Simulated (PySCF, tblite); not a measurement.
# C7H13PS: geometry, infrared bands and NMR shifts

Wanted: the infrared bands and NMR shifts of C7H13PS (`C=CC[P@](C)(=S)C(=C)C`), by calculation.

The runs use tblite 0.8.0 and PySCF 2.14.0, with density-fitted response routines of our own; the level of theory stands in each step. All values are computed, except where a source is named. Atoms count from 0, in the outputs and in this text.

## (1) The molecule as given

22 atoms, charge 0, multiplicity 1; geometry from: force field or distance geometry start.

Bonds of the start (Å): C0–C1 1.34, C1–C2 1.49, C2–P3 1.82, P3–C4 1.80, P3–S5 1.97, P3–C6 1.78, C6–C7 1.34, C6–C8 1.49, C0–H9 1.08, C0–H10 1.09, C1–H11 1.10, C2–H12 1.10, C2–H13 1.09, C4–H14 1.10, C4–H15 1.10, C4–H16 1.10, C7–H17 1.09, C7–H18 1.09, C8–H19 1.09, C8–H20 1.11, C8–H21 1.09.

## (2) Relaxing the molecule with GFN2-xTB

Job settings and geometry (Å):

```
{"job": {"kind": "relax", "xc": "GFN2-xTB", "basis": "xTB"}, "charge": 0, "multiplicity": 1}
C      3.103100     0.630900    -1.102400
C      2.452300    -0.214400    -0.299000
C      1.058300    -0.696700    -0.496800
P     -0.030200    -0.241000     0.893100
C      0.006300     1.557000     0.883900
S      0.513800    -0.984700     2.633100
C     -1.630800    -0.673800     0.234700
C     -2.172500    -1.883500     0.456000
C     -2.344100     0.337600    -0.598800
H      4.116000     0.927800    -0.892400
H      2.620700     1.049900    -1.987600
H      2.984200    -0.619600     0.577300
H      0.628200    -0.268200    -1.411200
H      1.055400    -1.783700    -0.616000
H     -0.779400     1.975000     1.524200
H      0.968000     1.925400     1.258300
H     -0.126900     1.955900    -0.131200
H     -1.674500    -2.647400     1.050500
H     -3.150000    -2.157800     0.054100
H     -3.264700    -0.058800    -1.031000
H     -2.628800     1.215700     0.009400
H     -1.714700     0.673900    -1.425500
```

Run with:

```
$ OMP_NUM_THREADS=1 python probes_run.py task.json out
```

The driver reads the jobs from task.json and runs them one after another.

**Question.** This job is followed by: GFN2-xTB harmonic vibrations, gas phase; GIAO PBE0/pcSseg-1 NMR shielding, non-relativistic, gas phase. What will the session give for the following? strongest single infrared mode (GFN2-xTB); zero-point energy (GFN2-xTB); 13C shifts against TMS (PBE0/pcSseg-1); 1H shifts against TMS (PBE0/pcSseg-1, means over atoms taken as alike); 31P shifts against H3PO4 (PBE0/pcSseg-1); 33S shifts against CS2 (PBE0/pcSseg-1).

The runs gave:

| quantity | value |
| --- | --- |
| strongest single infrared mode (GFN2-xTB) | 875 cm⁻¹, 153 km/mol |
| zero-point energy (GFN2-xTB) | 111.1 kcal/mol |
| 13C shifts against TMS (PBE0/pcSseg-1) | 149.9, 141.5, 140.6, 124.6, 46.5, 21.2, 20.3 ppm |
| 1H shifts against TMS (PBE0/pcSseg-1, means over atoms taken as alike) | 6.82, 6.74, 6.31, 5.53, 5.38, 2.60, 2.46, 2.01, 1.53 ppm |
| 31P shifts against H3PO4 (PBE0/pcSseg-1) | 23.9 ppm |
| 33S shifts against CS2 (PBE0/pcSseg-1) | -265 ppm |

Relaxing lowered the energy by 0.197 eV in 102 steps; the close pair that moved most is P3–C6, from 1.784 to 1.837 Å. No mode is imaginary among the 60: a minimum at this level. The strongest single mode, at 875 cm⁻¹, is spread over many atoms; the largest shares are those of H16, P3. GFN2-xTB is a fitted tight-binding method: band positions and strengths are rough. Its intensities can rank the bands wrongly.
